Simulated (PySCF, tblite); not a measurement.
# C4H13NSi2: dynamics, then NMR shifts on frames

How do NMR shifts of C4H13NSi2 (`C=C(C)[Si@H](C)N[SiH3]`) change as the atoms move?

Programs: tblite 0.8.0 and PySCF 2.14.0, with density-fitted response routines of our own. Each step states its level of theory. These are calculated values for one molecule in the gas phase, unless marked as measured. Atoms are numbered from 0 throughout.

## 1. The molecule as given

20 atoms, charge 0, multiplicity 1; geometry from: GFN2-xTB.

Bonds of the start (Å): C0–C1 1.33, C1–C2 1.50, C1–Si3 1.89, Si3–C4 1.90, Si3–N5 1.74, N5–Si6 1.73, C0–H7 1.08, C0–H8 1.08, C2–H9 1.09, C2–H10 1.09, C2–H11 1.09, Si3–H12 1.47, C4–H13 1.08, C4–H14 1.09, C4–H15 1.08, N5–H16 1.01, Si6–H17 1.47, Si6–H18 1.46, Si6–H19 1.46.

## 2. A short Langevin run with GFN2-xTB

What the job is given:

```
{"job": {"kind": "md", "xc": "GFN2-xTB", "basis": "xTB", "temperature": 400, "steps": 2000, "every": 50, "frames": 5}, "charge": 0, "multiplicity": 1}
C      1.246904    -0.418343    -2.213754
C      0.978155     0.217432    -1.080734
C      1.221961     1.690418    -0.952165
Si     0.259285    -0.642801     0.447036
C      0.233134    -2.526506     0.241295
N     -1.383666    -0.151031     0.736505
Si    -2.062674     1.421022     0.979694
H      1.645755     0.091149    -3.079668
H      1.084969    -1.476899    -2.327382
H      1.630887     2.110669    -1.869522
H      1.916768     1.883548    -0.136046
H      0.289530     2.199457    -0.712995
H      1.055070    -0.260472     1.626433
H     -0.155683    -3.005461     1.133704
H     -0.386373    -2.834001    -0.595305
H      1.232686    -2.910709     0.071905
H     -2.064127    -0.884888     0.624311
H     -2.356489     2.088666    -0.297080
H     -3.307126     1.219040     1.724231
H     -1.084114     2.200388     1.734489
```

With the program's defaults for keys left out, this is: GFN2-xTB Langevin dynamics, gas phase.

Run with:

```bash
> OMP_NUM_THREADS=1 python probes_run.py task.json out
```

The driver reads the jobs from task.json and runs them one after another.

The program printed:

```text
t/fs     T/K      E/eV
    0.0   328.5   -587.18968
   25.0   232.0   -586.73628
   50.0   292.6   -586.61771
   75.0   209.7   -586.51614
  100.0   294.7   -586.53138
  125.0   370.1   -586.66233
  150.0   376.2   -586.50947
  175.0   331.7   -586.44701
  200.0   294.4   -586.58225
  225.0   205.1   -586.60315
  250.0   209.8   -586.69162
  275.0   288.4   -586.73300
  300.0   328.9   -586.68876
  325.0   287.3   -586.37042
  350.0   239.4   -586.26079
  375.0   318.5   -586.37828
  400.0   318.9   -586.17723
  425.0   372.4   -586.43291
  450.0   381.3   -586.18043
  475.0   403.9   -586.44850
  500.0   395.5   -586.35725
  525.0   366.9   -586.05874
  550.0   472.3   -586.12192
  575.0   496.4   -586.10635
  600.0   570.0   -586.40689
  625.0   444.4   -586.03024
  650.0   518.3   -586.36937
  675.0   394.7   -586.37971
  700.0   262.8   -586.25118
  725.0   394.5   -586.31110
  750.0   403.8   -586.29248
  775.0   334.1   -586.24519
  800.0   466.4   -586.52709
  825.0   441.2   -586.38595
  850.0   495.0   -586.42211
  875.0   390.1   -586.30000
  900.0   487.9   -586.43527
  925.0   342.6   -586.28298
  950.0   416.3   -586.42935
  975.0   334.6   -586.12139
 1000.0   439.3   -586.15289
```

It took 60 s on 1 thread of Intel Xeon at 2.50GHz, shared host; peak memory 0.19 GiB.

Distance from the start (root mean square after alignment): 0 fs 0.00 Å, 200 fs 0.42 Å, 400 fs 0.54 Å, 600 fs 0.81 Å, 800 fs 1.25 Å, 1000 fs 1.42 Å.

Positions (Å) and forces (eV/Å) at 1000 fs:

```xyz
20

C     0.781   -2.882    0.526    1.581    1.350    0.275
C     1.006   -1.536    0.539    1.070   -2.658   -2.169
C     1.818   -0.952   -0.649    0.190    1.926    1.650
Si    0.570   -0.428    1.929   -0.717    1.400    0.200
C    -0.186   -1.320    3.421   -0.267    0.012   -1.159
N    -0.697    0.633    1.331   -0.706   -1.986    1.084
Si   -2.386    0.465    1.045   -0.505    0.130    0.845
H     1.404   -3.449   -0.210   -1.308    0.052    0.677
H     0.319   -3.365    1.400    0.224    0.088   -0.935
H     2.234   -1.637   -1.362    0.002   -0.612    0.091
H     2.763   -0.365   -0.147   -2.345   -0.936   -1.428
H     1.110   -0.279   -1.244    1.253   -0.422    1.001
H     1.714    0.504    2.075   -0.102   -0.179    0.300
H    -0.589   -0.554    4.069    0.159   -0.307    0.418
H    -1.044   -1.881    2.997    0.588    0.106    0.607
H     0.550   -1.983    3.863   -0.408    0.104    0.330
H    -0.368    1.401    0.869    1.172    2.261   -1.210
H    -3.013    1.455    2.046    0.162   -0.626   -0.690
H    -2.755    0.849   -0.346    0.106   -0.193    0.396
H    -2.664   -0.945    1.434   -0.149    0.492   -0.283
```

## 3. Shielding tensors: 250 fs, PBE0/pcSseg-1

What the job is given:

```
{"job": {"kind": "nmr", "xc": "PBE0", "basis": "pcSseg-1", "pop": false}, "charge": 0, "multiplicity": 1}
C      1.324400    -0.377800    -1.468300
C      0.914300     0.280700    -0.383200
C      1.607400     1.557600    -0.068400
Si    -0.079900    -0.538700     0.915900
C      0.026000    -2.384700     0.738100
N     -1.743100    -0.058000     0.891000
Si    -2.481000     1.475400     0.669700
H      2.093100     0.058000    -2.165200
H      0.951500    -1.343500    -1.682800
H      2.580700     1.741300    -0.575500
H      1.845100     1.577200     1.020100
H      0.961300     2.390000    -0.240900
H      0.390700    -0.255000     2.291600
H     -0.133600    -2.950100     1.680800
H     -0.800900    -2.690100     0.108500
H      0.952100    -2.814800     0.350800
H     -2.379100    -0.846500     0.828400
H     -2.941700     1.470700    -0.702100
H     -3.535400     1.391100     1.664100
H     -1.501600     2.599900     0.883000
```

With the program's defaults for keys left out, this is: GIAO PBE0/pcSseg-1 NMR shielding, non-relativistic, gas phase.

The program printed:

```text
coarse grid: 16720 points
cycle   1  E = -793.3139980189  dE =  5.055e-01  |g| = 6.137e-01  |ddm| = 3.921e+00
cycle   2  E = -793.2626440784  dE =  5.135e-02  |g| = 7.741e-01  |ddm| = 1.243e+00
cycle   3  E = -793.4011180105  dE = -1.385e-01  |g| = 9.602e-02  |ddm| = 7.950e-01
cycle   4  E = -793.4030102678  dE = -1.892e-03  |g| = 3.251e-02  |ddm| = 1.104e-01
cycle   5  E = -793.4032558556  dE = -2.456e-04  |g| = 9.619e-03  |ddm| = 3.469e-02
cycle   6  E = -793.4032755244  dE = -1.967e-05  |g| = 4.245e-03  |ddm| = 1.140e-02
cycle   7  E = -793.4032800032  dE = -4.479e-06  |g| = 3.834e-04  |ddm| = 3.763e-03
final grid: 149512 points
cycle   8  E = -793.4401399283  dE = -3.157e-05  |g| = 8.369e-03  |ddm| = 2.586e-02
cycle   9  E = -793.4401327894  dE =  7.139e-06  |g| = 1.009e-02  |ddm| = 1.560e-02
cycle  10  E = -793.4401570725  dE = -2.428e-05  |g| = 1.009e-03  |ddm| = 8.872e-03
cycle  11  E = -793.4401572885  dE = -2.161e-07  |g| = 2.703e-04  |ddm| = 1.041e-03
cycle  12  E = -793.4401573048  dE = -1.629e-08  |g| = 8.228e-05  |ddm| = 3.021e-04
cycle  13  E = -793.4401573062  dE = -1.441e-09  |g| = 3.428e-05  |ddm| = 9.728e-05
cycle  14  E = -793.4401573065  dE = -2.851e-10  |g| = 4.428e-06  |ddm| = 3.358e-05
converged SCF energy = -793.4401573065

GIAO shielding tensors (ppm)
atom      isotropic    diamagn.    paramagn.     s11        s22        s33       span
  0 C       42.742     255.765    -213.023    -78.745     63.139    143.830    222.575
  1 C       34.551     263.481    -228.930    -88.682      9.071    183.264    271.946
  2 C      156.354     247.639     -91.284    134.212    150.452    184.398     50.186
  3 Si     370.081     883.208    -513.126    343.448    374.545    392.250     48.802
  4 C      187.658     254.949     -67.291    175.478    190.413    197.083     21.606
  5 N      259.373     327.414     -68.041    225.727    248.237    304.156     78.430
  6 Si     403.929     879.918    -475.988    371.651    388.309    451.828     80.176
  7 H       24.670      30.852      -6.183     21.710     24.035     28.263      6.553
  8 H       26.150      35.142      -8.992     22.135     24.936     31.378      9.243
  9 H       29.199      29.626      -0.427     25.503     27.529     34.566      9.063
 10 H       29.068      30.137      -1.069     24.819     29.111     33.274      8.454
 11 H       29.689      31.356      -1.668     25.669     28.825     34.573      8.904
 12 H       26.548      31.242      -4.694     24.018     24.361     31.264      7.246
 13 H       30.710      29.372       1.339     26.404     27.742     37.986     11.582
 14 H       31.839      33.099      -1.261     27.978     30.101     37.437      9.459
 15 H       31.290      31.856      -0.566     26.284     29.380     38.205     11.921
 16 H       32.462      33.368      -0.905     22.795     31.389     43.203     20.408
 17 H       26.789      29.916      -3.127     22.737     24.991     32.639      9.902
 18 H       26.610      28.159      -1.549     22.207     24.675     32.946     10.739
 19 H       26.434      29.414      -2.980     23.228     26.400     29.675      6.447
```

Run time: 84 s. Hardware: 1 thread of Intel Xeon at 2.50GHz, shared host; peak memory 0.89 GiB.

The references, computed at this level on geometries of the same kind, shield at (ppm): 1H TMS 31.72, 13C TMS 186.9, 29Si TMS 349.2, 15N NH3 267.7. Their shielding less the atom's gives the shift. The references are single molecules in the gas phase, so shifts against H2O, NH3, PH3, H3PO4 or CFCl3 are not on the usual liquid scales and can be off by tens of ppm. Each atom is listed at this fixed geometry, with no averaging over motion; a spectrum would average atoms that exchange fast.

```
atoms                               environment  σ (ppm)  δ (ppm)
   C1           fully substituted alkene carbon     34.6    152.4
   C0                      terminal =CH2 carbon     42.7    144.2
   C2                     allylic methyl carbon    156.4     30.6
   C4                methyl carbon bonded to Si    187.7     -0.7
   H7        hydrogen on a terminal =CH2 carbon    24.67     7.05
   H8        hydrogen on a terminal =CH2 carbon    26.15     5.57
  H19         hydrogen on a silicon bonded to N    26.43     5.28
  H12    hydrogen on a silicon bonded to 2 C, N    26.55     5.17
  H18         hydrogen on a silicon bonded to N    26.61     5.11
  H17         hydrogen on a silicon bonded to N    26.79     4.93
  H10      hydrogen on an allylic methyl carbon    29.07     2.65
   H9      hydrogen on an allylic methyl carbon    29.20     2.52
  H11      hydrogen on an allylic methyl carbon    29.69     2.03
  H13  hydrogen on a methyl carbon bonded to Si    30.71     1.01
  H15  hydrogen on a methyl carbon bonded to Si    31.29     0.43
  H14  hydrogen on a methyl carbon bonded to Si    31.84    -0.12
  H16     hydrogen on a nitrogen bonded to 2 Si    32.46    -0.75
  Si3               silicon bonded to 2 C, N, H    370.1    -20.9
  Si6                  silicon bonded to N, 3 H    403.9    -54.8
   N5                nitrogen bonded to 2 Si, H    259.4      8.4
```

## 4. Nuclear shieldings: 425 fs, PBE0/pcSseg-1

What the job is given:

```
{"job": {"kind": "nmr", "xc": "PBE0", "basis": "pcSseg-1", "pop": false}, "charge": 0, "multiplicity": 1}
C      1.427100    -1.023300    -1.240300
C      1.027000    -0.125600    -0.313600
C      1.462400     1.325800    -0.411900
Si     0.040200    -0.591400     1.241100
C      0.307900    -2.444200     1.656200
N     -1.544500     0.021400     1.403700
Si    -2.536400     1.201100     0.549400
H      2.093100    -0.877200    -2.077300
H      1.232600    -2.141700    -1.054200
H      2.070900     1.615200    -1.311700
H      1.954000     1.522900     0.560400
H      0.516500     1.964400    -0.500600
H      0.786000     0.092400     2.304700
H     -0.200100    -2.713100     2.562900
H      0.018000    -3.080600     0.825300
H      1.279500    -2.828000     1.854900
H     -2.038200    -0.346000     2.261800
H     -3.068600     0.640300    -0.750300
H     -3.592400     1.623800     1.480700
H     -1.857200     2.442300     0.241400
```

With the program's defaults for keys left out, this is: GIAO PBE0/pcSseg-1 NMR shielding, non-relativistic, gas phase.

The program printed:

```text
coarse grid: 16720 points
cycle   1  E = -793.3211537788  dE =  2.595e-01  |g| = 5.623e-01  |ddm| = 3.898e+00
cycle   2  E = -793.2865884738  dE =  3.457e-02  |g| = 6.863e-01  |ddm| = 1.044e+00
cycle   3  E = -793.3956930315  dE = -1.091e-01  |g| = 8.685e-02  |ddm| = 6.417e-01
cycle   4  E = -793.3972009178  dE = -1.508e-03  |g| = 3.307e-02  |ddm| = 1.044e-01
cycle   5  E = -793.3974602548  dE = -2.593e-04  |g| = 6.933e-03  |ddm| = 3.260e-02
cycle   6  E = -793.3974686017  dE = -8.347e-06  |g| = 4.209e-03  |ddm| = 9.990e-03
cycle   7  E = -793.3974731347  dE = -4.533e-06  |g| = 4.077e-04  |ddm| = 3.501e-03
final grid: 149512 points
cycle   8  E = -793.4353349580  dE = -2.756e-05  |g| = 8.211e-03  |ddm| = 2.535e-02
cycle   9  E = -793.4353259524  dE =  9.006e-06  |g| = 1.034e-02  |ddm| = 1.622e-02
cycle  10  E = -793.4353514489  dE = -2.550e-05  |g| = 1.246e-03  |ddm| = 9.098e-03
cycle  11  E = -793.4353517930  dE = -3.440e-07  |g| = 2.776e-04  |ddm| = 1.166e-03
cycle  12  E = -793.4353518105  dE = -1.750e-08  |g| = 9.952e-05  |ddm| = 2.953e-04
cycle  13  E = -793.4353518126  dE = -2.156e-09  |g| = 3.258e-05  |ddm| = 1.031e-04
cycle  14  E = -793.4353518129  dE = -2.540e-10  |g| = 4.572e-06  |ddm| = 3.393e-05
converged SCF energy = -793.4353518129

GIAO shielding tensors (ppm)
atom      isotropic    diamagn.    paramagn.     s11        s22        s33       span
  0 C       47.021     253.143    -206.122    -65.136     58.212    147.986    213.122
  1 C       28.376     264.081    -235.705    -87.106      3.763    168.471    255.577
  2 C      150.428     249.702     -99.274    136.589    141.458    173.236     36.647
  3 Si     373.658     881.340    -507.681    329.055    388.658    403.262     74.207
  4 C      191.170     252.384     -61.214    175.520    194.333    203.658     28.139
  5 N      258.631     323.929     -65.298    232.066    243.179    300.649     68.583
  6 Si     406.380     878.835    -472.455    359.301    382.897    476.943    117.642
  7 H       25.208      31.511      -6.303     22.808     24.851     27.966      5.158
  8 H       25.168      31.608      -6.439     22.213     23.723     29.568      7.355
  9 H       28.489      29.896      -1.407     25.155     26.871     33.442      8.288
 10 H       28.578      29.938      -1.360     24.642     28.015     33.077      8.435
 11 H       27.926      31.281      -3.355     23.086     28.391     32.301      9.216
 12 H       26.707      31.241      -4.534     23.712     25.180     31.229      7.516
 13 H       32.047      29.616       2.432     27.149     29.925     39.069     11.920
 14 H       31.519      32.196      -0.677     27.311     29.234     38.012     10.702
 15 H       32.180      31.343       0.837     27.640     28.955     39.945     12.304
 16 H       30.623      28.440       2.183     20.871     29.350     41.646     20.775
 17 H       26.373      28.750      -2.377     22.790     24.504     31.824      9.033
 18 H       26.879      27.879      -1.001     23.396     24.967     32.274      8.878
 19 H       27.018      30.185      -3.167     23.370     26.305     31.377      8.007
```

Run time: 99 s. Hardware: 1 thread of Intel Xeon at 2.50GHz, shared host; peak memory 0.89 GiB.

This run: δ C1 158.5, C0 139.9, C2 36.5, C4 -4.2, H8 6.55, H7 6.51 ppm.

## 5. Nuclear shieldings: 625 fs, PBE0/pcSseg-1

What the job is given:

```
{"job": {"kind": "nmr", "xc": "PBE0", "basis": "pcSseg-1", "pop": false}, "charge": 0, "multiplicity": 1}
C      1.290600    -1.758200    -0.658900
C      0.945800    -0.654600    -0.008900
C      1.096200     0.629100    -0.875800
Si     0.338000    -0.283100     1.700600
C      0.448700    -1.965200     2.540300
N     -1.383400     0.385200     1.637700
Si    -2.487500     0.909700     0.509800
H      1.490400    -1.616700    -1.706700
H      0.996300    -2.846000    -0.348000
H      2.080700     0.577600    -1.400600
H      1.120300     1.524800    -0.300900
H      0.320400     0.745400    -1.654400
H      1.294000     0.858800     2.055500
H     -0.541600    -2.450400     2.376400
H      1.165700    -2.708900     2.138900
H      0.578400    -1.964000     3.668900
H     -1.874600     0.035700     2.453200
H     -2.595700    -0.032200    -0.669900
H     -3.823900     0.941000     1.178600
H     -1.941600     2.138800    -0.170000
```

Method: GIAO PBE0/pcSseg-1 NMR shielding, non-relativistic, gas phase.

The program printed:

```text
coarse grid: 16720 points
cycle   1  E = -793.3003222616  dE =  2.814e-01  |g| = 5.836e-01  |ddm| = 3.886e+00
cycle   2  E = -793.2502800438  dE =  5.004e-02  |g| = 7.462e-01  |ddm| = 1.158e+00
cycle   3  E = -793.3799149677  dE = -1.296e-01  |g| = 9.543e-02  |ddm| = 7.311e-01
cycle   4  E = -793.3817910815  dE = -1.876e-03  |g| = 3.473e-02  |ddm| = 1.157e-01
cycle   5  E = -793.3820774131  dE = -2.863e-04  |g| = 9.639e-03  |ddm| = 3.505e-02
cycle   6  E = -793.3820972088  dE = -1.980e-05  |g| = 4.388e-03  |ddm| = 1.168e-02
cycle   7  E = -793.3821019036  dE = -4.695e-06  |g| = 4.777e-04  |ddm| = 3.757e-03
final grid: 149512 points
cycle   8  E = -793.4202882215  dE = -3.000e-05  |g| = 7.571e-03  |ddm| = 3.018e-02
cycle   9  E = -793.4202808587  dE =  7.363e-06  |g| = 9.435e-03  |ddm| = 1.453e-02
cycle  10  E = -793.4203025545  dE = -2.170e-05  |g| = 1.042e-03  |ddm| = 8.355e-03
cycle  11  E = -793.4203027899  dE = -2.354e-07  |g| = 3.056e-04  |ddm| = 1.078e-03
cycle  12  E = -793.4203028114  dE = -2.151e-08  |g| = 8.324e-05  |ddm| = 2.981e-04
cycle  13  E = -793.4203028129  dE = -1.440e-09  |g| = 3.467e-05  |ddm| = 9.695e-05
cycle  14  E = -793.4203028132  dE = -2.849e-10  |g| = 6.797e-06  |ddm| = 3.432e-05
converged SCF energy = -793.4203028132

GIAO shielding tensors (ppm)
atom      isotropic    diamagn.    paramagn.     s11        s22        s33       span
  0 C       46.497     258.670    -212.174    -68.980     63.297    145.173    214.153
  1 C       29.823     265.281    -235.458    -90.387      3.190    176.665    267.051
  2 C      155.558     250.746     -95.188    133.800    146.030    186.844     53.044
  3 Si     366.465     881.355    -514.890    331.849    381.500    386.046     54.197
  4 C      185.783     252.797     -67.014    172.997    190.755    193.596     20.599
  5 N      260.899     322.545     -61.646    229.139    264.519    289.039     59.900
  6 Si     408.293     881.058    -472.765    365.836    373.991    485.053    119.217
  7 H       25.328      33.597      -8.269     22.110     23.846     30.029      7.919
  8 H       24.403      31.132      -6.729     22.355     22.744     28.108      5.753
  9 H       28.793      31.284      -2.491     24.785     27.436     34.159      9.374
 10 H       30.269      34.154      -3.886     26.597     30.244     33.965      7.368
 11 H       28.946      33.217      -4.271     26.335     26.982     33.520      7.184
 12 H       25.752      29.246      -3.495     23.196     23.682     30.378      7.182
 13 H       30.852      30.891      -0.039     26.875     29.262     36.419      9.543
 14 H       29.980      30.237      -0.256     24.647     28.669     36.626     11.979
 15 H       30.093      25.891       4.202     25.695     26.923     37.662     11.967
 16 H       32.170      30.298       1.873     22.461     31.023     43.027     20.567
 17 H       26.366      31.523      -5.157     23.041     25.113     30.944      7.904
 18 H       26.486      28.641      -2.156     22.899     24.555     32.004      9.106
 19 H       26.137      30.420      -4.282     23.104     24.378     30.930      7.826
```

Run time: 100 s. Hardware: 1 thread of Intel Xeon at 2.50GHz, shared host; peak memory 0.89 GiB.

In short: δ C1 157.1, C0 140.4, C2 31.4, C4 1.1, H8 7.31, H7 6.39 ppm.

[end of part 1 of 2]
